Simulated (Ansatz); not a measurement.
What does this script print? It uses the Python package of Ansatz (0.2.0).

`run_tae.py`:
```python
from collections import Counter

import ansatz
from ase import Atoms


def energy_of(molecule, charge=0, unpaired=0):
    calc = molecule.calculation().basis(gaussian="def2-SVPD").correlation("CCSD(T)")
    if charge:
        calc = calc.charge(charge)
    if unpaired:
        calc = calc.spin("collinear", total=unpaired)
    report = calc.run(threads=1).report
    if report["published_state_doubts"]:
        print("  doubts:", report["published_state_doubts"])
    return report["free_energy_ev"]

atoms = Atoms(["C", "N", "Sb", "H", "H", "H", "H", "H", "H"], positions=[
    [-0.3311, 0.6209, -0.65],
    [0.9588, 0.3164, -0.2108],
    [0.8068, -1.0237, 1.3888],
    [-0.8598, -0.2326, -0.9825],
    [-0.3081, 1.3529, -1.5432],
    [-0.9338, 1.1938, 0.1508],
    [1.4675, -0.1846, -0.9861],
    [-0.301, -2.023, 0.5708],
    [-0.4108, -0.0663, 2.2451],
])
ch6nsb = ansatz.Crystal.molecule_from_ase(atoms)

unpaired = {"C": 2, "N": 3, "Sb": 3, "H": 1}
counts = Counter(site.symbol for site in ch6nsb.cartesian_sites)
atom_energy = {s: energy_of(ansatz.Crystal.molecule().atom(s, (0, 0, 0)), 0, unpaired[s]) for s in counts}
whole = energy_of(ch6nsb, 0, 0)
for s, e in atom_energy.items():
    print(f"{s:2s} x{counts[s]}  {e:14.5f} eV")
print(f"CH6NSb: {whole:.5f} eV")
split = sum(counts[s] * e for s, e in atom_energy.items()) - whole
print(f"atomisation energy (no zero-point term): {96.485332 * split:.1f} kJ/mol, {split / sum(counts.values()):.3f} eV an atom")
```

Output of `python run_tae.py`:
```text
C  x1     -1026.46722 eV
N  x1     -1481.10450 eV
Sb x1     -6513.21761 eV
H  x6       -13.58606 eV
CH6NSb: -9128.91699 eV
atomisation energy (no zero-point term): 2567.6 kJ/mol, 2.957 eV an atom
```

2567.6 kJ/mol from the electronic energies, without the zero-point term.

Notes:
- Total energies depend on the basis set; only differences at equal settings carry meaning.
- The geometry is a force-field or estimated start, not a minimum of this method, and the basis set is short of its limit. All parts are taken at fixed geometry, without zero-point energy.
- def2 sets replace the cores of elements past krypton by effective core potentials.
- In double-zeta sets correlated atomisation energies come out some 10 to 15 % low.
- The spin-orbit lowering of heavy atoms is left out.
- The whole script took 34 s on 1 thread of Arm Neoverse V2 (shared host), peak memory 0.81 GiB.
